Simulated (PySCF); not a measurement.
# C₆H₇B: electronic excitations

Aim: predict the electronic excitations of C₆H₇B (`B/C=C/C=C/C#C`).

The runs use PySCF 2.14.0, with density-fitted response routines of our own; the level of theory stands in each step. All values are computed, except where a source is named. Atoms count from 0, in the outputs and in this text.

## Step 1: Starting geometry

14 atoms, charge 0, multiplicity 1; geometry from: GFN2-xTB.

Bonds of the start (Å): B0–C1 1.53, C1–C2 1.35, C2–C3 1.43, C3–C4 1.35, C4–C5 1.40, C5–C6 1.20, B0–H7 1.17, B0–H8 1.17, C1–H9 1.09, C2–H10 1.08, C3–H11 1.08, C4–H12 1.08, C6–H13 1.05.

## Step 2: Excited states and response: CAM-B3LYP/def2-SVPD

What the job is given:

```
{"job": {"kind": "uv", "xc": "CAM-B3LYP", "basis": "def2-SVPD", "nstates": 8, "ntriplets": 3}, "charge": 0, "multiplicity": 1}
B      3.319877    -0.328245    -0.151894
C      1.852799    -0.519294    -0.554170
C      0.814820     0.091216     0.061286
C     -0.557559    -0.079458    -0.306308
C     -1.570802     0.542899     0.325970
C     -2.917510     0.379299    -0.027846
C     -4.074800     0.243718    -0.327572
H      3.593497     0.382914     0.737346
H      4.168582    -0.890814    -0.729370
H      1.594188    -1.177343    -1.379130
H      1.008863     0.760217     0.891477
H     -0.773879    -0.743791    -1.133562
H     -1.374673     1.211756     1.155813
H     -5.084081     0.126455    -0.589185
```

With the program's defaults for keys left out, this is: TDDFT CAM-B3LYP/def2-SVPD, vertical, gas phase, core orbitals frozen in the response.

Run with:

```console
$ OMP_NUM_THREADS=1 python probes_run.py task.json out
```

One launch serves the whole session: the jobs run in the order shown.

What it wrote:

```text
coarse grid: 11944 points
cycle   1  E = -257.1399918764  dE =  9.844e-01  |g| = 3.355e-01  |ddm| = 1.564e+01
cycle   2  E = -257.1539596468  dE = -1.397e-02  |g| = 2.947e-01  |ddm| = 2.251e+00
cycle   3  E = -257.1753799403  dE = -2.142e-02  |g| = 8.393e-02  |ddm| = 7.587e-01
cycle   4  E = -257.1770784188  dE = -1.698e-03  |g| = 3.737e-02  |ddm| = 2.331e-01
cycle   5  E = -257.1774186925  dE = -3.403e-04  |g| = 1.376e-02  |ddm| = 1.428e-01
cycle   6  E = -257.1774669207  dE = -4.823e-05  |g| = 2.205e-03  |ddm| = 4.069e-02
cycle   7  E = -257.1774697780  dE = -2.857e-06  |g| = 1.026e-03  |ddm| = 1.302e-02
final grid: 116064 points
cycle   8  E = -257.2352691729  dE = -3.250e-05  |g| = 2.994e-03  |ddm| = 1.622e-01
cycle   9  E = -257.2352699319  dE = -7.590e-07  |g| = 2.709e-03  |ddm| = 1.543e-02
cycle  10  E = -257.2352718997  dE = -1.968e-06  |g| = 4.950e-04  |ddm| = 6.900e-03
cycle  11  E = -257.2352719623  dE = -6.259e-08  |g| = 1.505e-04  |ddm| = 1.529e-03
cycle  12  E = -257.2352719696  dE = -7.279e-09  |g| = 4.135e-05  |ddm| = 5.028e-04
cycle  13  E = -257.2352719701  dE = -5.537e-10  |g| = 1.244e-05  |ddm| = 1.469e-04
converged SCF energy = -257.2352719701

Static polarisability (au): isotropic 109.111, principal 52.753 71.166 203.415

Singlet excitations
state   eV       nm        f      main configurations
  1   4.2639    290.8   0.97054   H->L 0.97
  2   4.8334    256.5   0.00001   H-1->L 0.84, H-1->L+1 0.12
  3   5.2884    234.4   0.00006   H-3->L 0.85, H-3->L+1 0.09
  4   5.4996    225.4   0.00085   H-4->L 0.86
  5   6.0045    206.5   0.03652   H-2->L 0.73, H->L+1 0.12
  6   6.1815    200.6   0.00000   H->L+5 0.27, H->L+3 0.23, H->L+2 0.22
  7   6.2984    196.9   0.02084   H->L+1 0.72, H-2->L 0.16
  8   6.8649    180.6   0.01039   H->L+2 0.49, H->L+4 0.36, H->L+6 0.10

Triplet excitations (Tamm-Dancoff, eV): 2.2773 4.0797 4.5842
```

It took 56 s on 1 thread of Arm Neoverse N1, shared host; peak memory 0.89 GiB.

Frontier orbitals and where they lie:

```tsv
orbital	eV	atoms
HOMO−3	-10.68	B0 38 %, H7 23 %, C1 15 %
HOMO−2	-10.40	C5 21 %, C2 20 %, C6 18 %
HOMO−1	-9.77	C6 42 %, C5 40 %, C4 7 %
HOMO	-8.10	C1 18 %, C6 16 %, C4 16 %
LUMO	-1.72	B0 20 %, C2 16 %, C1 16 %
LUMO+1	0.79	B0 25 %, C3 18 %, C6 9 %
LUMO+2	1.32	B0 32 %, C4 12 %, C6 12 %
```

With each of the 8 states as a Gaussian band of 0.4 eV half-width at 1/e, the curve within the window shown has maxima at 291 nm (ε 39,000), 203 nm (ε 2,100) L/(mol cm). Beyond the last state computed it falls off for lack of states. The curve at chosen wavelengths:

(nm, ε (L/mol/cm)): (173, 248), (180, 528), (186, 790), (193, 1386), (199, 1933), (206, 2003), (213, 1415), (219, 802), (226, 327), (232, 158), (239, 236), (246, 934), (252, 2692), (259, 7145), (265, 13466), (272, 22929), (279, 32146), (285, 37532), (292, 39213), (298, 36730), (305, 30648), (312, 23181), (318, 17046), (325, 11114), (331, 7315), (338, 4261)

Ground-state properties from the same run:

```tsv
property	computed
dipole moment (D)	1.77
polarisability (Å³)	16.17
HOMO–LUMO gap (eV)	6.39
−ε(HOMO) (eV)	8.10
```

## Step 3: Summary of results

| quantity | value |
| --- | --- |
| lowest singlet (CAM-B3LYP/def2-SVPD) | 4.26 eV (291 nm), f = 0.971 |
| lowest triplet | 2.28 eV |

In words: The first singlet state (HOMO→LUMO 0.97) lies at 4.26 eV and is bright. The lowest triplet lies 1.99 eV below the lowest singlet (triplets in Tamm-Dancoff, singlets in full TDDFT).
